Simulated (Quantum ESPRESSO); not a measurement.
Runs of Quantum ESPRESSO 7.5 on NbH2. The cell holds a sheet with vacuum, 3 atoms: a = 2.733 Å, b = 2.733 Å, c = 26.081 Å, α = 90.00°, β = 90.00°, γ = 90.00°. The cell was built by a generator and needn't be a form met in nature.

```csv
smearing,gap on the mesh (eV),largest force (eV/Å),work function (eV)
methfessel-paxton 0.01 eV,none,(a),5.13
methfessel-paxton 0.1 eV,none,-,5.11
methfessel-paxton 0.2 eV,none,0.01,5.11
methfessel-paxton 0.025 eV,none,0.01,5.13
methfessel-paxton 0.05 eV,none,0.01,5.12
```

Alike in all rows: task work function; level PBE; potentials or basis PseudoDojo 0.4.1 SR PBE standard; no spin polarisation; cell as given; k mesh 10 × 10 × 1; cutoff (eV) 1116.

Estimate the missing entries.

(a) 0.02.

A k mesh can miss the band edges, and the runs leave out spin-orbit coupling on Nb.

A gap of «none» marks a metal or a gap under the smearing width.
